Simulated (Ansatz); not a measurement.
# BrClH₄N₂Si: basis-set convergence

The task here is to estimate one member of a computed series from the others.

Method: one geometry, several basis sets; program: Ansatz 0.2.0, Gaussian basis.

Levels to be run: PBE0-D4/def2-SVP; ωB97M-V/def2-SVP; PBE0-D4/def2-QZVPP; ωB97M-V/def2-QZVPP; the functionals' def2-TZVPP values are taken from earlier runs.

## The geometry

All runs share one geometry, relaxed beforehand with PBE0-D4 in a triple-zeta def2 set.

9 atoms, charge 0, spin multiplicity 1.

Atoms are counted from 1 here; the program's logs count them from 0.

Bond lengths: N1–Si2 1.690 Å, N1–H6 1.007 Å, N1–H7 1.007 Å, Si2–N3 1.689 Å, Si2–Cl4 2.056 Å, Si2–Br5 2.227 Å, N3–H8 1.008 Å, N3–H9 1.006 Å. Angles: Si2–N1–H6 119.7°, Si2–N1–H7 120.2°, H6–N1–H7 112.4°, N1–Si2–N3 109.0°, N1–Si2–Cl4 104.7°, N1–Si2–Br5 116.6°, N3–Si2–Cl4 116.7°, N3–Si2–Br5 104.5°, Cl4–Si2–Br5 105.8°, Si2–N3–H8 119.9°, Si2–N3–H9 120.6°, H8–N3–H9 112.7°.

Coordinates:

```
N    -0.5715    1.2710   -0.4705
Si    0.2396   -0.2049   -0.3273
N    -0.0307   -0.8317    1.2178
Cl   -0.4375   -1.3267   -1.9115
Br    2.4573   -0.1481   -0.5265
H    -0.4027    2.0004    0.2036
H    -0.8043    1.6351   -1.3797
H    -0.9728   -0.9479    1.5556
H     0.6110   -1.4934    1.6214
```

The first run:

in.yaml reads:

```yaml
crystal:
  periodic: [false, false, false]
  atoms:
    - {symbol: N, position_ang: [-0.571463, 1.271006, -0.470529]}
    - {symbol: Si, position_ang: [0.239613, -0.204873, -0.327266]}
    - {symbol: N, position_ang: [-0.030681, -0.831734, 1.217811]}
    - {symbol: Cl, position_ang: [-0.437465, -1.326735, -1.911523]}
    - {symbol: Br, position_ang: [2.457286, -0.148100, -0.526476]}
    - {symbol: H, position_ang: [-0.402678, 2.000410, 0.203610]}
    - {symbol: H, position_ang: [-0.804256, 1.635087, -1.379686]}
    - {symbol: H, position_ang: [-0.972815, -0.947934, 1.555584]}
    - {symbol: H, position_ang: [0.610959, -1.493424, 1.621374]}
basis:
  gaussian: {orbitals: def2-SVP}
hamiltonian: {xc: pbe0, dispersion: d4}
output: {orbitals: {seedname: orbitals}}
```

Launch:

```console
> ansatz run in.yaml --threads 4 --pin off --events-out ev --progress --plain --max-ram 10444MiB
```

Among the steps run: PBE0-D4 in def2-SVP; ωB97M-V in def2-SVP; PBE0-D4 in def2-QZVPP; ωB97M-V in def2-QZVPP.

One table of the session follows, with a row left open; its other results are not shown here.

It belongs to the step «Functionals by basis». 

```
functional       basis  HOMO (eV)  LUMO (eV)
   PBE0-D4    def2-SVP      -7.67       1.05
   PBE0-D4  def2-TZVPP      -7.87       0.48
   PBE0-D4  def2-QZVPP      -7.92       0.16
   ωB97M-V    def2-SVP      -9.93       2.90
   ωB97M-V  def2-TZVPP     -10.15       2.02
   ωB97M-V  def2-QZVPP          ?          ?
```

**Question.** Estimate the row for ωB97M-V, def2-QZVPP.

As computed: HOMO (eV): -10.20; LUMO (eV): 1.43. In the column «HOMO (eV)» it is the lowest.
